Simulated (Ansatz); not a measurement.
Geometry optimisation, DFT PBE-D3(BJ), scalar-relativistic, plane waves, PAW in Ansatz 0.2.0.

input.yaml

```yaml
crystal:
  lattice:
    - [7.67918, 0.0, 0.0]
    - [3.83959, 6.650365, 0.0]
    - [0.0, 0.0, 17.868765]
  atoms:
    - { symbol: H, position: [0.16666666, 0.16666666, 0.05596358] }
    - { symbol: H, position: [0.66666664, 0.16666666, 0.05596358] }
    - { symbol: H, position: [0.16666666, 0.66666663, 0.05596358] }
    - { symbol: H, position: [0.66666664, 0.66666663, 0.05596358] }
    - { symbol: Si, position: [0.16666666, 0.16666666, 0.13990894] }
    - { symbol: Si, position: [0.66666664, 0.16666666, 0.13990894] }
    - { symbol: Si, position: [0.16666666, 0.66666663, 0.13990894] }
    - { symbol: Si, position: [0.66666664, 0.66666663, 0.13990894] }
    - { symbol: Si, position: [-0.16666666, 0.33333332, 0.18377056] }
    - { symbol: Si, position: [0.33333332, 0.33333332, 0.18377056] }
    - { symbol: Si, position: [-0.16666666, 0.83333329, 0.18377056] }
    - { symbol: Si, position: [0.33333332, 0.83333329, 0.18377056] }
    - { symbol: Si, position: [-0.16666666, 0.33333332, 0.31535542] }
    - { symbol: Si, position: [0.33333332, 0.33333332, 0.31535542] }
    - { symbol: Si, position: [-0.16666666, 0.83333329, 0.31535542] }
    - { symbol: Si, position: [0.33333332, 0.83333329, 0.31535542] }
    - { symbol: Si, position: [0.0, 0.0, 0.35921704] }
    - { symbol: Si, position: [0.49999998, 0.0, 0.35921704] }
    - { symbol: Si, position: [0.0, 0.49999997, 0.35921704] }
    - { symbol: Si, position: [0.49999998, 0.49999997, 0.35921704] }
    - { symbol: H, position: [0.49999998, 0.0, 0.44036423] }
    - { symbol: H, position: [0.0, 0.49999997, 0.44036423] }
    - { symbol: H, position: [0.49999998, 0.49999997, 0.44036423] }
    - { symbol: Ti, position: [0.81409679, 0.15909526, 0.52039215], spin: 1.0 }
magnetization:
  spin_polarized: true
basis:
  ecutwfc: 420.0
kpoints:
  mp_grid: { grid: [2, 2, 1] }
hamiltonian:
  xc: pbe
  dispersion: d3bj
  pseudopotentials: { kind: paw, azcp: { folder: soft_1 } }
scf:
  occupations: { method: gaussian, width: 0.02 }
  lower_state_search: "off"
relax:
  f_tol: 0.03
  max_steps: 60
  adjacent_minimum: "off"
  constraints: [{ sites: [0, 1, 2, 3, 4, 5, 6, 7] }]
```

Command:

```bash
$ ansatz run input.yaml --threads 2 --pin off --max-ram 5120MiB --backend cpu --events-out ev --progress --plain --runs-dir out
```

Q: Where does it end, and by what steps?

A: The run converged. Limits of this set-up: coarse k mesh, thin slab, slab without dipole correction, a typed lattice constant that wasn't relaxed here. After 15 steps the energy has fallen by 1.775 eV; Ti24 moved furthest, 1.95 Å. Joined: Si13–Ti24 (3.93 → 2.50 Å), Si19–Ti24 (4.57 → 2.76 Å), Si20–Ti24 (3.83 → 2.76 Å), H22–Ti24 (3.83 → 1.97 Å), H23–Ti24 (2.90 → 1.97 Å).

```tsv
step	energy less start (eV)	largest force component (eV/Å)	accepted
0	0.0000	1.439	yes
1	-0.3996	0.636	yes
2	-0.4470	0.321	yes
3	-0.5788	0.735	yes
4	-0.7383	0.584	yes
5	-0.9195	0.646	yes
6	-1.0989	0.585	yes
7	-1.2085	0.338	yes
8	-1.3041	0.240	yes
9	-1.4001	0.323	yes
10	-1.5225	0.376	yes
11	-1.6641	0.314	yes
12	-1.7546	0.245	yes
13	-1.7242	0.436	no
14	-1.7739	0.067	yes
15	-1.7751	0.016	yes
```

```xyz
24
Lattice="7.6792 0.0000 0.0000 3.8396 6.6504 0.0000 0.0000 0.0000 17.8688" Properties=species:S:1:pos:R:3
H 1.920 1.108 1.000
H 5.759 1.108 1.000
H 3.840 4.434 1.000
H 7.679 4.434 1.000
Si 1.920 1.108 2.500
Si 5.759 1.108 2.500
Si 3.840 4.434 2.500
Si 7.679 4.434 2.500
Si 0.000 2.216 3.162
Si 3.840 2.220 3.282
Si 1.924 5.541 3.281
Si 5.755 5.542 3.282
Si -0.004 2.091 5.438
Si 3.838 2.207 5.650
Si 1.956 5.582 5.640
Si 5.721 5.583 5.642
Si -0.002 -0.004 6.588
Si 3.838 -0.018 6.387
Si 1.847 3.311 6.228
Si 5.826 3.313 6.229
H 3.841 -0.006 7.894
H 1.692 3.191 7.811
H 5.991 3.195 7.814
Ti 7.678 2.194 7.940
```

Whether the end is a true minimum wasn't checked by a vibrational analysis.

Time of the run: 5.4 min on 2 threads of Arm Neoverse V1, with other jobs on the host, peak memory 1.4 GiB.
